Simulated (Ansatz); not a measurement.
# MoS2: the band gap up the ladder of functionals

The task here is to estimate one member of a computed series from the others.

Program: Ansatz 0.2.0. PAW datasets, plane waves. Spin-unpolarised throughout; all numbers are computed.

## Starting point

The cell was relaxed beforehand with r2SCAN+rVV10.

Space group P6_3/mmc (No. 194), hexagonal; conventional cell a = 3.173 Å, c = 12.436 Å, 18.07 Å³ an atom. Near Mo stand 6 S at 2.40 Å; near S stand 3 Mo at 2.40 Å.

The structure in full:

Space group P6_3/mmc (No. 194). a = 3.173 Å, b = 3.173 Å, c = 12.436 Å, α = 90.00°, β = 90.00°, γ = 120.00°
```json
{"atom": "Mo", "site": "2c", "symmetry": "-6m2", "x": "0.3333", "y": "0.6667", "z": "0.2500"}
{"atom": "S", "site": "4f", "symmetry": "3m.", "x": "0.6667", "y": "0.3333", "z": "0.3751"}
```

The first run:

Contents of input.yaml:

```yaml
crystal:
  lattice:
    - [3.1730199355, 0.0, 0.0]
    - [-1.5865099677, 2.7479158709, 0.0]
    - [0.0, 0.0, 12.4358960534]
  atoms:
    - { symbol: Mo, position: [0.3333333333, 0.6666666667, 0.25] }
    - { symbol: Mo, position: [0.6666666667, 0.3333333333, 0.75] }
    - { symbol: S, position: [0.6666666667, 0.3333333333, 0.375099531] }
    - { symbol: S, position: [0.6666666667, 0.3333333333, 0.124900469] }
    - { symbol: S, position: [0.3333333333, 0.6666666667, 0.875099531] }
    - { symbol: S, position: [0.3333333333, 0.6666666667, 0.624900469] }
kpoints:
  mp_grid: { grid: [12, 12, 2] }
  band_path:
    path:
      - [[0.0, 0.0, 0.0], [0.5, -2.233886039631e-17, 2.586128769775e-18], [0.3333333333333, 0.3333333333333, 1.724085846535e-18], [0.0, 0.0, 0.0], [1.189445851009e-35, -6.768443998235e-36, 0.5], [0.5, -2.238138769216e-17, 0.5], [0.3333333333333, 0.3333333333333, 0.5], [1.189445851009e-35, -6.768443998235e-36, 0.5]]
      - [[0.5, -2.238138769216e-17, 0.5], [0.5, -2.233886039631e-17, 2.586128769775e-18]]
      - [[0.3333333333333, 0.3333333333333, 0.5], [0.3333333333333, 0.3333333333333, 1.724085846535e-18]]
    npoints: 10
hamiltonian:
  xc: pbe
scf:
  occupations: { method: fermi_dirac, width: 0.02 }
  n_extra_bands: 5
output:
  forces: true
  stress: true
  eigenvalues: true
```

Launch:

```console
> ansatz run input.yaml --threads 4 --pin off --max-ram 7372MiB --backend cpu --events-out ev --progress --plain --runs-dir out
```

Among the steps run: PBE band path; r2SCAN; Single point with HSE06; Single point with PBE+SOC; PBE0 at the same geometry; LDA at the same geometry; DDH-PBE0 at the same geometry; r2SCANh.

One of the session's tables, all rows but one given; the rest of the session is left out.

```
   level  gap (eV)
     PBE      0.94
  r2SCAN      1.03
   HSE06         ?
 PBE+SOC      0.92
    PBE0      2.13
     LDA      0.85
DDH-PBE0      1.32
 r2SCANh      1.50
```

Q: Estimate the row for HSE06 from the others.

The run gave: gap (eV): 1.48. In the column «gap (eV)» it lies between DDH-PBE0 (1.32) and r2SCANh (1.50).

Meshes: PBE 12×12×2, r2SCAN 12×12×2, HSE06 6×6×2, PBE+SOC 12×12×2, PBE0 6×6×2, LDA 12×12×2, DDH-PBE0 6×6×2, r2SCANh 6×6×2

To keep in mind: Warnings in the runs' records: stress scf threshold loose, stress exchange threshold loose.
